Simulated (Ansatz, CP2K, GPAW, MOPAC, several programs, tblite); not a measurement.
# SrSn3Te4: cheap methods against density-functional theory

How much accuracy does each second buy? SrSn3Te4 is computed with 8 methods of unlike cost, up to r2SCAN.

Program: MOPAC, tblite, CP2K, Ansatz (versions at each run). Level of theory: no spin polarisation, static lattice; gaps from single points on the cell relaxed beforehand with r²SCAN. These are calculated values, not measurements.

## 1. The system as given

The structure is tetragonal, space group I4/mmm (No. 139). The conventional cell has a = 6.464 Å, b = 6.464 Å, c = 12.974 Å, α = 90.00°, β = 90.00°, γ = 90.00°. Sn (site symmetry -4m2) has 6 Te at 3.23 to 3.24 Å in its first shell of neighbours. Te (site symmetry mmm) has 4 Sn at 3.23 to 3.24 Å and 2 Sr at 3.23 Å in its first shell of neighbours. Sn (site symmetry 4/mmm) has 6 Te at 3.17 to 3.23 Å in its first shell of neighbours. Te (site symmetry 4mm) is surrounded by 5 Sn at 3.17 to 3.23 Å and 1 Sr at 3.32 Å. Sr (site symmetry 4/mmm) has 6 Te at 3.23 to 3.32 Å in its first shell of neighbours.

Coordinates:

```
CELL_PARAMETERS angstrom
-3.23196 3.23196 6.48724
3.23196 -3.23196 6.48724
3.23196 3.23196 -6.48724
ATOMIC_POSITIONS crystal
Sn 0.75000 0.25000 0.50000
Te 0.50000 0.00000 0.50000
Sn 0.00000 0.00000 0.00000
Te 0.75600 0.75600 0.00000
Sn 0.25000 0.75000 0.50000
Te 0.00000 0.50000 0.50000
Sr 0.50000 0.50000 0.00000
Te 0.24400 0.24400 0.00000
```

The structure type (ordered alloy on rocksalt lattice) is imposed and need not be the compound's stable one.

**Question.** The methods are PM6, PM7, GFN1-xTB (tblite), PBE/DZVP, PBE/SZV, coarse PBE, PBE, r2SCAN. What gap does r2SCAN give on this cell, and which other methods (full PBE left aside) come nearest to r2SCAN and farthest in gap, volume and bulk modulus?

| quantity | value |
| --- | --- |
| r2SCAN | gap 0.44 eV, 33.88 Å³/atom, B₀ 41 GPa |
| gap: nearest and farthest of the other methods | PBE/DZVP (-0.11 eV), PM7 (+4.75 eV) |
| volume: nearest and farthest of the other methods | PBE/DZVP (+2.9 %), PBE/SZV (+10.6 %) |
| bulk modulus: nearest and farthest of the other methods | PBE/DZVP, PBE/SZV (about 7 % off) |

For the gap, of the 4 methods compared (full PBE left aside), PBE/DZVP comes nearest to r2SCAN and PM7 is farthest. For the volume, of the 2 methods compared (full PBE left aside), PBE/DZVP comes nearest to r2SCAN and PBE/SZV is farthest. For the bulk modulus (full PBE left aside), PBE/DZVP, PBE/SZV tie for nearest to r2SCAN. A minimal basis or a coarse cutoff and mesh shifts results by its own error, so closeness to r2SCAN can be chance. Cluster runs see only the k-points that fold onto the zone centre, so their gaps can miss the band edges. GFN1-xTB (tblite), PM6 ended in an unphysical state and are left out of the comparison. No volume is given for PM7, coarse PBE, which can hide a larger miss. CPU times run from 1.8 s (PM7) to 92 s (r2SCAN). r2SCAN is a yardstick, not the truth: it usually gives gaps below the measured ones. Spin-orbit coupling is left out throughout, and with elements this heavy it can close so small a gap.
